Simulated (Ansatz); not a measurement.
# AlBrH3N: small, medium and large basis sets

One table from this session's results is given with a row withheld; the runs are named, their logs left out.

Program: Ansatz 0.2.0, Gaussian basis. Level of theory: one geometry, several basis sets. These are calculated values, not measurements.

The runs, in order: PBE0-D4/def2-SVP; ωB97M-V/def2-SVP; PBE0-D4/def2-QZVPP; ωB97M-V/def2-QZVPP; the functionals' def2-TZVPP values are taken from earlier runs.

**Structure used throughout**

An earlier PBE0-D4 in a triple-zeta def2 set relaxation fixed the geometry.

SMILES `[NH2][AlH][Br]`, 6 atoms, charge 0, spin multiplicity 1.

Atoms are counted from 1 here; the program's logs count them from 0.

Bond lengths: N1–Al2 1.756 Å, N1–H4 1.007 Å, N1–H5 1.007 Å, Al2–Br3 2.258 Å, Al2–H6 1.571 Å. Angles: Al2–N1–H4 124.3°, Al2–N1–H5 124.9°, H4–N1–H5 110.7°, N1–Al2–Br3 117.4°, N1–Al2–H6 121.8°, Br3–Al2–H6 120.8°.

Coordinates:

```xyz
6
AlBrH3N
N    -0.53860    0.31204   -0.78698
Al    0.36517   -0.08798    0.66459
Br    1.47699   -2.05322    0.68852
H    -1.07031    1.15863   -0.90973
H    -0.59793   -0.26820   -1.60779
H     0.40677    0.87472    1.90517
```

Set-up of the first run:

Input file in.yaml:

```yaml
crystal:
  periodic: [false, false, false]
  atoms:
    - {symbol: N, position_ang: [-0.538598, 0.312041, -0.786977]}
    - {symbol: Al, position_ang: [0.365172, -0.087983, 0.664593]}
    - {symbol: Br, position_ang: [1.476993, -2.053217, 0.688523]}
    - {symbol: H, position_ang: [-1.070311, 1.158633, -0.909725]}
    - {symbol: H, position_ang: [-0.597928, -0.268198, -1.607785]}
    - {symbol: H, position_ang: [0.406770, 0.874724, 1.905171]}
basis:
  gaussian: {orbitals: def2-SVP}
hamiltonian: {xc: pbe0, dispersion: d4}
output: {orbitals: {seedname: orbitals}}
```

Run with:

```console
$ ansatz run in.yaml --threads 2 --pin off --events-out ev --progress --plain --max-ram 32768MiB --backend cpu
```

Steps of the session up to this table: PBE0-D4 in def2-SVP; ωB97M-V in def2-SVP; PBE0-D4 in def2-QZVPP; ωB97M-V in def2-QZVPP.

One table of the session follows, with a row left open; its other results are not shown here.

It belongs to the step «Functionals by basis». 

| functional | basis | HOMO (eV) |
| --- | --- | --- |
| PBE0-D4 | def2-SVP | -7.63 |
| PBE0-D4 | def2-TZVPP | -7.80 |
| PBE0-D4 | def2-QZVPP | -7.84 |
| ωB97M-V | def2-SVP | -9.96 |
| ωB97M-V | def2-TZVPP | ? |
| ωB97M-V | def2-QZVPP | -10.20 |

Q: Estimate the row for ωB97M-V, def2-TZVPP from the others.

As computed: HOMO (eV): -10.16. In the column «HOMO (eV)» it lies between ωB97M-V, def2-QZVPP (-10.20) and ωB97M-V, def2-SVP (-9.96).
